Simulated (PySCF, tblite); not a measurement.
# C₅H₁₁N₃OSi: infrared bands and NMR shifts

Aim: predict the infrared bands and NMR shifts of C₅H₁₁N₃OSi (`COc1cn([SiH](C)C)nn1`).

The runs use tblite 0.8.0 and PySCF 2.14.0, with density-fitted response routines of our own; the level of theory stands in each step. All values are computed, except where a source is named. Atoms are numbered from 0 throughout.

## 1. Starting geometry

21 atoms, charge 0, multiplicity 1; geometry from: GFN2-xTB.

Bonds of the start (Å): C0–O1 1.41, O1–C2 1.34, C2–C3 1.38, C3–N4 1.35, N4–Si5 1.78, Si5–C6 1.89, Si5–C7 1.89, N4–N8 1.33, N8–N9 1.28, N9–C2 1.35, C0–H10 1.09, C0–H11 1.09, C0–H12 1.09, C3–H13 1.07, Si5–H14 1.47, C6–H15 1.09, C6–H16 1.09, C6–H17 1.09, C7–H18 1.09, C7–H19 1.09, C7–H20 1.09.

## 2. Infrared spectrum with GFN2-xTB

The job: settings as JSON, then the geometry in Å.

```
{"job": {"kind": "ir", "xc": "GFN2-xTB", "basis": "xTB"}, "charge": 0, "multiplicity": 1}
C      4.079424     0.744013    -0.611631
O      3.306196    -0.305249    -0.063143
C      1.978694    -0.094412    -0.092833
C      0.985609    -0.936524     0.369240
N     -0.168354    -0.275343     0.112395
Si    -1.870293    -0.692561     0.405582
C     -2.698564    -0.726128    -1.297819
C     -2.547073     0.659558     1.547317
N      0.115548     0.890050    -0.467156
N      1.386134     1.009449    -0.594707
H      3.911856     1.676185    -0.066050
H      5.117322     0.431489    -0.516202
H      3.827065     0.904960    -1.662905
H      1.015527    -1.897045     0.832493
H     -1.803776    -2.014548     1.042129
H     -2.549387     0.221537    -1.808617
H     -2.280034    -1.506846    -1.927169
H     -3.766617    -0.901498    -1.219168
H     -3.610216     0.535755     1.726912
H     -2.045366     0.654637     2.511299
H     -2.392616     1.639465     1.102975
```

**Question.** This job is followed by: GIAO PBE0/pcSseg-1 NMR shielding, non-relativistic, gas phase. What will the session give for the following? strongest single infrared mode (GFN2-xTB); zero-point energy (GFN2-xTB); ¹³C shifts against TMS (PBE0/pcSseg-1, means over atoms taken as alike); ¹H shifts against TMS (PBE0/pcSseg-1, means over atoms taken as alike); ¹⁷O shifts against H2O (PBE0/pcSseg-1); ¹⁵N shifts against NH3 (PBE0/pcSseg-1); ²⁹Si shifts against TMS (PBE0/pcSseg-1).

As calculated:

| quantity | value |
| --- | --- |
| strongest single infrared mode (GFN2-xTB) | 2218 cm⁻¹, 292 km/mol |
| zero-point energy (GFN2-xTB) | 100.6 kcal/mol |
| ¹³C shifts against TMS (PBE0/pcSseg-1, means over atoms taken as alike) | 168.5, 115.4, 58.1, -0.5 ppm |
| ¹H shifts against TMS (PBE0/pcSseg-1, means over atoms taken as alike) | 7.09, 5.40, 4.31, 0.57 ppm |
| ¹⁷O shifts against H2O (PBE0/pcSseg-1) | 70.6 ppm |
| ¹⁵N shifts against NH3 (PBE0/pcSseg-1) | 396.8, 366.5, 269.6 ppm |
| ²⁹Si shifts against TMS (PBE0/pcSseg-1) | -2.7 ppm |

In words: The lowest mode is slightly imaginary (16i cm⁻¹), a soft motion within the noise of the Hessian, so the minimum is not strictly shown. The strongest single mode, at 2218 cm⁻¹, moves mainly H14. Unscaled tight-binding wavenumbers are off by several per cent, some by more. Its intensities can rank the bands wrongly. At PBE0/pcSseg-1: Shielding is most anisotropic at N8 (span 540 ppm, paramagnetic term -452 ppm). NICS(1)zz of -31 ppm above the planar ring from C2 marks a diatropic (aromatic) ring current.
